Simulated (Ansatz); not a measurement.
**CdAg: stress in a strained cell**

Aim: deform CdAg (zz strain of +2 %) and compute stress, forces and field gradients with LAPW, PAW and all-electron datasets made for the crystal.

Computed with Ansatz 0.2.0 (DFT PBEsol, scalar-relativistic, unless a step's input says otherwise).

## 1. The starting structure

It takes space group Pm-3m (No. 221, cubic). Conventional cell: a = 3.330 Å, b = 3.330 Å, c = 3.330 Å, α = 90.00°, β = 90.00°, γ = 90.00°. Cd (site symmetry m-3m) has 8 Ag at 2.88 Å as nearest neighbours. Ag (site symmetry m-3m) has 8 Cd at 2.88 Å as nearest neighbours.

Coordinates:

```
CELL_PARAMETERS angstrom
3.33000 0.00000 0.00000
0.00000 3.33000 0.00000
0.00000 0.00000 3.33000
ATOMIC_POSITIONS crystal
Cd 0.50000 0.50000 0.50000
Ag 0.00000 0.00000 0.00000
```

Atoms are numbered in the order of the input: Cd1, Ag2.

## 2. The deformed structure

Space group Pm-3m before, P4/mmm after.

## 3. LAPW, all electrons

The input, input.yaml:

```yaml
crystal:
  lattice:
    - [3.33, 0.0, 0.0]
    - [0.0, 3.33, 0.0]
    - [0.0, 0.0, 3.3966]
  atoms:
    - { symbol: Cd, position: [0.5, 0.5, 0.5] }
    - { symbol: Ag, position: [0.0, 0.0, 0.0] }
kpoints:
  mp_grid: { grid: [12, 12, 12] }
  band_path:
    path:
      - [0.0, 0.0, 0.0]
      - [0.0, 0.5, 0.0]
      - [0.5, 0.5, 0.0]
      - [0.0, 0.0, 0.0]
      - [0.0, 0.0, 0.5]
      - [0.0, 0.5, 0.5]
      - [0.5, 0.5, 0.5]
      - [0.0, 0.0, 0.5]
      - [0.0, 0.5, 0.0]
    npoints: 5
scf:
  occupations: { method: fermi_dirac, width: 0.05 }
hamiltonian:
  xc: pbesol
  pseudopotentials: { kind: all_electron, lapw: { basis_error: 0.00025 } }
output:
  forces: true
  stress: true
  eigenvalues: true
```

Command:

```bash
$ ansatz run input.yaml --threads 1 --pin off --max-ram 3072MiB --backend cpu --events-out ev --progress --plain --runs-dir out
```

## 4. Frozen-core PAW

The input, input.yaml:

```yaml
crystal:
  lattice:
    - [3.33, 0.0, 0.0]
    - [0.0, 3.33, 0.0]
    - [0.0, 0.0, 3.3966]
  atoms:
    - { symbol: Cd, position: [0.5, 0.5, 0.5] }
    - { symbol: Ag, position: [0.0, 0.0, 0.0] }
kpoints:
  mp_grid: { grid: [12, 12, 12] }
scf:
  occupations: { method: fermi_dirac, width: 0.05 }
hamiltonian:
  xc: pbesol
  pseudopotentials: { kind: paw }
output:
  forces: true
  stress: true
  eigenvalues: true
  efg: { contact_densities: true }
```

## 5. Datasets made for this crystal

Edit input.yaml of step 4 so:

```diff
@@ -14,3 +14,3 @@
   xc: pbesol
-  pseudopotentials: { kind: paw }
+  pseudopotentials: { kind: all_electron, datasets: crystal }
 output:
```

(Steps that only read results are left out.)

What does the calculation give? Wanted: pressure; largest shear or deviatoric stress.

The runs gave:

| quantity | value |
| --- | --- |
| pressure | LAPW -3.29, PAW -3.28, crystal datasets -3.29 GPa |
| largest shear or deviatoric stress (LAPW) | 0.18 GPa |

The largest part of the stress beyond the pressure is 0.18 GPa in size, in the zz component; the atoms are carried along and not relaxed. No run of the undeformed cell stands beside it, so the pressure holds what the given cell had before the change. PAW: stress within 0.02 GPa of LAPW. Crystal datasets: stress within 0.01 GPa of LAPW.
